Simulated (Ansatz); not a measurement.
**Bi2Te3 (R-3m): how the settings move a calculation**

How sensitive is a calculation of Bi2Te3 (R-3m) to its settings? A reference run comes first, then three runs with altered input.

Method: reference: DFT PBE, scalar-relativistic, plane waves, PAW, in Ansatz 0.2.0.

2 further runs of the same task are left out: 1 that didn't finish, 1 set aside as unsound or not needed. Runs told in other sessions of the task aren't counted.

**1. Starting point**

It takes space group R-3m (No. 166, trigonal). Conventional cell: a = 4.384 Å, b = 4.384 Å, c = 30.526 Å, α = 90.00°, β = 90.00°, γ = 120.00°. Bi (site symmetry 3m) has 6 Te at 3.12 to 3.23 Å in its first shell of neighbours. Te (site symmetry -3m) has 6 Bi at 3.23 Å in its first shell of neighbours. Around Te (site symmetry 3m) lie 3 Bi at 3.12 Å.

Structure file:

```
CELL_PARAMETERS angstrom
2.19196 1.26553 10.17530
-2.19196 1.26553 10.17530
0.00000 -2.53106 10.17530
ATOMIC_POSITIONS crystal
Bi 0.39900 0.39900 0.39900
Bi 0.60100 0.60100 0.60100
Te 0.00000 0.00000 0.00000
Te 0.20800 0.20800 0.20800
Te 0.79200 0.79200 0.79200
```

**2. Baseline**

File input.yaml:

```yaml
crystal:
  lattice:
    - [2.191963565, 1.2655307543, 10.1752982818]
    - [-2.191963565, 1.2655307543, 10.1752982818]
    - [0.0, -2.5310615087, 10.1752982818]
  atoms:
    - { symbol: Bi, position: [0.399, 0.399, 0.399] }
    - { symbol: Bi, position: [0.601, 0.601, 0.601] }
    - { symbol: Te, position: [0.0, 0.0, 0.0] }
    - { symbol: Te, position: [0.208, 0.208, 0.208] }
    - { symbol: Te, position: [0.792, 0.792, 0.792] }
basis:
  ecutwfc: 420
  ecutrho_ratio: 4
kpoints:
  mp_grid: { grid: [6, 6, 6] }
hamiltonian:
  xc: pbe
scf:
  occupations: { method: gaussian, width: 0.05 }
output:
  forces: true
  stress: true
  eigenvalues: true
relax:
  f_tol: 0.015
  max_steps: 40
  cell: { stress_tol: 0.15, fix: [volume] }
```

The run is started by

```console
> ansatz run input.yaml --threads 4 --pin off --max-ram 8192MiB --backend cpu --events-out ev --progress --plain --runs-dir out
```

**3. Changed: dispersion d4, scf.algorithm density_mixing**

File input.yaml:

```yaml
crystal:
  lattice:
    - [2.199389714717, 1.269818243828, 10.10670132554]
    - [-2.199389714717, 1.269818243828, 10.10670132554]
    - [2.003006402121e-33, -2.539636487706, 10.10670132553]
  atoms:
    - { symbol: Bi, position: [0.4001327939571, 0.4001327939571, 0.4001327939571] }
    - { symbol: Bi, position: [0.5998672060429, 0.5998672060429, 0.5998672060429] }
    - { symbol: Te, position: [5.682793198279e-21, 5.682793198279e-21, 5.682793198167e-21] }
    - { symbol: Te, position: [0.209449689596, 0.209449689596, 0.209449689596] }
    - { symbol: Te, position: [0.790550310404, 0.790550310404, 0.790550310404] }
basis:
  ecutwfc: 420
  ecutrho_ratio: 4
kpoints:
  mp_grid: { grid: [6, 6, 6] }
hamiltonian:
  xc: pbe
  dispersion: d4
scf:
  occupations: { method: gaussian, width: 0.05 }
  algorithm: density_mixing
output:
  forces: true
  stress: true
```

**4. Changed: ecutwfc 700 eV, mp_grid.grid [3, 3, 3]**

File input.yaml:

```yaml
crystal:
  lattice:
    - [2.199389714717, 1.269818243828, 10.10670132554]
    - [-2.199389714717, 1.269818243828, 10.10670132554]
    - [2.003006402121e-33, -2.539636487706, 10.10670132553]
  atoms:
    - { symbol: Bi, position: [0.4001327939571, 0.4001327939571, 0.4001327939571] }
    - { symbol: Bi, position: [0.5998672060429, 0.5998672060429, 0.5998672060429] }
    - { symbol: Te, position: [5.682793198279e-21, 5.682793198279e-21, 5.682793198167e-21] }
    - { symbol: Te, position: [0.209449689596, 0.209449689596, 0.209449689596] }
    - { symbol: Te, position: [0.790550310404, 0.790550310404, 0.790550310404] }
basis:
  ecutwfc: "700 eV"
  ecutrho_ratio: 4
kpoints:
  mp_grid: { grid: [3, 3, 3] }
hamiltonian:
  xc: pbe
scf:
  occupations: { method: gaussian, width: 0.05 }
output:
  forces: true
  stress: true
```

**5. Changed: xc rpbe**

File input.yaml:

```yaml
crystal:
  lattice:
    - [2.199389714717, 1.269818243828, 10.10670132554]
    - [-2.199389714717, 1.269818243828, 10.10670132554]
    - [2.003006402121e-33, -2.539636487706, 10.10670132553]
  atoms:
    - { symbol: Bi, position: [0.4001327939571, 0.4001327939571, 0.4001327939571] }
    - { symbol: Bi, position: [0.5998672060429, 0.5998672060429, 0.5998672060429] }
    - { symbol: Te, position: [5.682793198279e-21, 5.682793198279e-21, 5.682793198167e-21] }
    - { symbol: Te, position: [0.209449689596, 0.209449689596, 0.209449689596] }
    - { symbol: Te, position: [0.790550310404, 0.790550310404, 0.790550310404] }
basis:
  ecutwfc: 420
  ecutrho_ratio: 4
kpoints:
  mp_grid: { grid: [6, 6, 6] }
hamiltonian:
  xc: rpbe
scf:
  occupations: { method: gaussian, width: 0.05 }
output:
  forces: true
  stress: true
```

Before running it: what results should come out? Wanted: for each run, ending; energy change; pressure; gap; force.

The runs gave:

```tsv
run	ending	energy change	pressure (GPa)	gap (eV)	force (eV/Å)	cycles	time
reference	converged	0	1.9	0.26	0.01	-	23 s
1: dispersion d4, scf.algorithm density_mixing	converged	-491.4 meV/atom (offset of the dispersion model)	-0.3	0.26	0.01	7	3.8 s
2: ecutwfc 700 eV, mp_grid.grid [3, 3, 3]	converged	+7.0 meV/atom	2.0	0.28	0.12	7	1.8 s
3: xc rpbe	converged	not comparable	3.3	0.31	0.00	7	3.9 s
```

«ecutwfc 700 eV, mp_grid.grid [3, 3, 3]» moves the energy by +7.0 meV/atom. Of the variants the dearest is «xc rpbe» (3.9 s), the cheapest «ecutwfc 700 eV, mp_grid.grid [3, 3, 3]» (1.8 s), on a shared host. The gap of the reference lacks spin-orbit coupling, though the cell holds Te and Bi.

These are semilocal Kohn-Sham gaps, which aren't the measured quantity. Such gaps usually fall short of the measured ones; spin-orbit coupling, left out here, narrows gaps with Bi, Te, so the two errors partly cancel.
